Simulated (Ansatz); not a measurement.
# C2H6AlCl (dimethylaluminum chloride) at B2PLYP/cc-pVDZ

What is the electronic atomisation energy of C2H6AlCl (dimethylaluminum chloride) at B2PLYP/cc-pVDZ? 

The results are computed with Ansatz 0.2.0.

56 further runs of the same task are left out: 56 set aside as unsound or not needed.

### 1 The structure to begin with

C2H6AlCl: 10 atoms, total charge 0, spin state singlet. As SMILES, `[CH3][Al]([CH3])[Cl]`. The shape is that of a PBE0-D4/def2-TZVP optimisation.

Bond lengths: C1–Al2 1.942 Å, Al2–C3 1.942 Å, Al2–Cl4 2.114 Å, C1–H5 1.092 Å, C1–H6 1.095 Å, C1–H7 1.095 Å, C3–H8 1.095 Å, C3–H9 1.093 Å, C3–H10 1.094 Å. Some angles: C1–Al2–C3 125.8°, C1–Al2–Cl4 117.8°, C3–Al2–Cl4 116.4°, Al2–C1–H5 112.5°, Al2–C1–H6 110.7°, Al2–C1–H7 110.7°, Al2–C3–H8 110.7°, Al2–C3–H9 112.6°, Al2–C3–H10 110.7°, H5–C1–H6 108.1°.

### 2 The energy at B2PLYP/cc-pVDZ

job.yaml

```yaml
crystal:
  periodic: [false, false, false]
  atoms:
    - {symbol: C, position_ang: [-0.517700, 1.358200, -0.989200]}
    - {symbol: Al, position_ang: [-0.252300, -0.446600, -0.322400]}
    - {symbol: C, position_ang: [0.742200, -0.932200, 1.273500]}
    - {symbol: Cl, position_ang: [-1.112300, -2.038200, -1.415400]}
    - {symbol: H, position_ang: [-1.121400, 1.383800, -1.898300]}
    - {symbol: H, position_ang: [-1.010200, 1.981400, -0.235400]}
    - {symbol: H, position_ang: [0.443800, 1.835600, -1.206000]}
    - {symbol: H, position_ang: [0.102400, -1.471200, 1.979300]}
    - {symbol: H, position_ang: [1.158700, -0.063300, 1.788800]}
    - {symbol: H, position_ang: [1.566900, -1.607500, 1.025200]}
basis:
  gaussian:
    orbitals: cc-pVDZ
hamiltonian:
  xc: {name: B2PLYP}
correlation:
  frozen_orbitals: {Al: 5, C: 1, Cl: 5, H: 0}
accuracy: high
output: {orbitals: {seedname: orbitals}}
```

Launch:

```bash
$ ansatz run job.yaml --threads 1 --pin off --max-ram 3480MiB --events-out events.jsonl --progress --plain --runs-dir runs
```

The log of the run:

```text
Warning: RAYON_NUM_THREADS=1 ignored (pool sized by the plan → 1); use --threads N
Functional definition: B2PLYP
  name "B2PLYP"
  parameter a = 0.53
  parameter c = 0.27
  exchange = (1 - a)*b88_x + a*exact_x
  correlation = (1 - c)*lyp_c + c*(mp2_os + mp2_ss)
2223 factors; integrals over basis functions are off by at most 4.2e-9 eV
mean field evaluation 1: about -21273.8677 eV, gradient 4.8e1 eV
mean field evaluation 2: about -21274.1998 eV, gradient 4.7e1 eV
mean field evaluation 4: about -21279.5820 eV, gradient 1.8e0 eV
mean field evaluation 8: about -21279.6042 eV, gradient 8.4e-2 eV
mean field evaluation 16: about -21279.6043 eV, gradient 6.7e-5 eV
mean field -21279.60427408 eV, -782.0110332388 hartree, gradient 8.8e-8 eV, S^2 0.000000; 0 other end points of the search recorded, 0 dependent functions left out
12 core orbitals not correlated: weight in the atoms' cores, before any rotation towards them, 1.000 or more for the frozen orbitals, at most 0.000 for the correlated occupied ones
reference -21279.60430246 eV, -782.0110342817 hartree; 12, 12 occupied and 70, 70 virtual orbitals, 2223 factors
second order -16.26876786 eV of doubles, -0.00000000 eV of singles
Total energy: -21283.99686978 eV, -782.1724581533 hartree
```

Wall time 17 s (1 thread of Arm Neoverse V1, shared host); peak memory 0.35 GiB.

### 3 The Al atom, same level

run.yaml

```yaml
crystal:
  periodic: [false, false, false]
  atoms:
    - {symbol: Al, position_ang: [0.000000, 0.000000, 0.000000]}
basis:
  gaussian: {orbitals: cc-pVDZ}
total_charge: 0
magnetization: {spin_polarized: true, initial_magnetization: 1}
hamiltonian: {xc: {name: B2PLYP}}
correlation: {frozen_orbitals: {Al: 5}}
accuracy: high
```

Run the same way, it converges to -242.24435 Eh (log not shown).

### 4 The C atom at the same level

input.yaml

```yaml
basis:
  gaussian:
    orbitals: cc-pVDZ
crystal:
  periodic: [false, false, false]
  atoms:
    - {symbol: C, position_ang: [0.000000, 0.000000, 0.000000]}
magnetization:
  spin_polarized: true
  initial_magnetization: 2
hamiltonian:
  xc: {name: B2PLYP}
correlation:
  frozen_orbitals: {C: 1}
accuracy: high
```

Launch:

```bash
$ ansatz run input.yaml --threads 1 --pin off --max-ram 3480MiB --events-out events.jsonl --progress --plain --runs-dir runs
```

The log of the run, shortened:

```text
Warning: RAYON_NUM_THREADS=1 ignored (pool sized by the plan → 1); use --threads N
Functional definition: B2PLYP
  name "B2PLYP"
[...]
96 factors; integrals over basis functions are off by at most 1.3e-9 eV
[...]
mean field -1028.55018713 eV, -37.7985222006 hartree, gradient 1.3e-8 eV, S^2 2.003699; 0 other end points of the search recorded, 0 dependent functions left out
1 core orbitals not correlated: weight in the atoms' cores, before any rotation towards them, 1.000 or more for the frozen orbitals, at most 0.000 for the correlated occupied ones
reference -1028.55020045 eV, -37.7985226900 hartree; 3, 1 occupied and 10, 12 virtual orbitals, 96 factors
second order -1.75745877 eV of doubles, -0.00000000 eV of singles
Total energy: -1029.02471432 eV, -37.8159607531 hartree
```

Run time: 0.34 s. Hardware: 1 thread of Arm Neoverse V1, shared host.

### 5 The Cl atom

job.yaml

```yaml
basis:
  gaussian:
    orbitals: cc-pVDZ
crystal:
  periodic: [false, false, false]
  atoms:
    - {symbol: Cl, position_ang: [0.000000, 0.000000, 0.000000]}
total_charge: 0
magnetization:
  spin_polarized: true
  initial_magnetization: 1
hamiltonian:
  xc: {name: B2PLYP}
correlation:
  frozen_orbitals: {Cl: 5}
accuracy: high
```

Launch:

```bash
$ ansatz run job.yaml --threads 1 --pin off --max-ram 3480MiB --events-out events.jsonl --progress --plain --runs-dir runs
```

The log of the run, shortened:

```text
Warning: RAYON_NUM_THREADS=1 ignored (pool sized by the plan → 1); use --threads N
Functional definition: B2PLYP
  name "B2PLYP"
[...]
141 factors; integrals over basis functions are off by at most 3.0e-9 eV
[...]
mean field -12516.25304775 eV, -459.9638156839 hartree, gradient 2.5e-9 eV, S^2 0.753110; 0 other end points of the search recorded, 0 dependent functions left out
5 core orbitals not correlated: weight in the atoms' cores, before any rotation towards them, 1.000 or more for the frozen orbitals, at most 0.000 for the correlated occupied ones
reference -12516.25306211 eV, -459.9638162114 hartree; 4, 3 occupied and 9, 10 virtual orbitals, 141 factors
second order -3.61312638 eV of doubles, -0.00000000 eV of singles
Total energy: -12517.22860623 eV, -459.9996667966 hartree
```

Run time: 0.87 s. Hardware: 1 thread of Arm Neoverse V1, shared host.

### 6 The H atom, same level

job.yaml

```yaml
basis:
  gaussian: {orbitals: cc-pVDZ}
crystal:
  periodic: [false, false, false]
  atoms:
    - symbol: H
      position_ang: [0.000000, 0.000000, 0.000000]
magnetization: {spin_polarized: true, initial_magnetization: 1}
hamiltonian: {xc: {name: B2PLYP}}
correlation: {frozen_orbitals: {H: 0}}
accuracy: high
```

Run the same way, it converges to -0.49793 Eh (log not shown).

### 7 Summary of results

At B2PLYP/cc-pVDZ, 12 core orbitals frozen:

| quantity | value |
| --- | --- |
| molecule: total energy | -782.17246 Eh |
| molecule: HOMO energy (SCF part's orbitals) | -8.92 eV |
| molecule: LUMO energy (SCF part's orbitals) | 0.47 eV |
| molecule: HOMO–LUMO gap (SCF part's orbitals) | 9.40 eV |
| Al atom: total energy | -242.24435 Eh |
| Al atom: ⟨S²⟩ | 0.757 |
| C atom: total energy | -37.81596 Eh |
| C atom: ⟨S²⟩ | 2.004 |
| Cl atom: total energy | -459.99967 Eh |
| Cl atom: ⟨S²⟩ | 0.753 |
| H atom: total energy | -0.49793 Eh |
| H atom: ⟨S²⟩ | 0.750 |
| electronic atomisation energy | 35.619 eV |

In words: Taking the molecule apart into free atoms costs 35.62 eV (821 kcal/mol), before zero-point energy and without spin-orbit coupling.
